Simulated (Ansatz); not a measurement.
**Pd (fcc type): a single-point run**

Wanted: a converged single-point run for Pd (fcc type), and a check of what comes out. The structure is shown as the input types it.

Program: Ansatz 0.2.0. Level of theory: DFT, LDA, PAW with Ansatz's default frozen-core files, scalar-relativistic (as first typed). These are calculated values, not measurements.

1 further run of the same task is left out (it didn't finish).

### 1 The system as given

The structure is cubic, space group Fm-3m (No. 225). Conventional cell: a = 3.842 Å, b = 3.842 Å, c = 3.842 Å, α = 90.00°, β = 90.00°, γ = 90.00°. Pd (site symmetry m-3m) is surrounded by 12 Pd at 2.72 Å.

Structure file:

```cif
data_structure
_symmetry_space_group_name_H-M 'P 1'
_symmetry_Int_Tables_number 1
_cell_length_a 2.7166
_cell_length_b 3.8419
_cell_length_c 2.7166
_cell_angle_alpha 90.000
_cell_angle_beta 90.000
_cell_angle_gamma 90.000
_cell_volume 28.35
loop_
_atom_site_label
_atom_site_type_symbol
_atom_site_fract_x
_atom_site_fract_y
_atom_site_fract_z
_atom_site_occupancy
Pd1 Pd 0.00000 0.00000 0.00000 1
Pd2 Pd 0.50000 0.50000 0.50000 1
```

### 2 The run

input.yaml reads:

```yaml
crystal:
  lattice:
    - [-1.9209563989, 1.9209563989, 0.0]
    - [0.0, 0.0, 3.8419127978]
    - [1.9209563989, 1.9209563989, 0.0]
  atoms:
    - { symbol: Pd, position: [0.0, 0.0, 0.0] }
    - { symbol: Pd, position: [0.5, 0.5, 0.5] }
kpoints:
  mp_grid: { grid: [13, 10, 13] }
scf:
  occupations: { method: fixed }
  max_iter: 75
hamiltonian:
  xc: lda
  pseudopotentials: { kind: paw }
output:
  forces: true
  stress: true
  eigenvalues: true
```

Started as:

```
$ ansatz run input.yaml --threads 2 --pin off --max-ram 4096MiB --backend cpu --events-out ev --progress --plain --runs-dir out
```

What happens when this is run?

The program finished normally, with warnings (band overlap at count, metallic iterate, unresolved pair at count). Its log warns: «a fill by count may have filled part of one level: at k-index 0 the highest filled band, 20.875353 eV, and the lowest empty band, 20.875353 eV, stand 2.842e-14 eV apart ...»

In the input, scf.occupations.method is fixed; scf.occupations.width is missing. What could go wrong: fixed occupations where they can't hold. It still converged here, which does not make the setting sound.

The test: set scf.occupations.method to fermi_dirac and scf.occupations.width to 0.1.
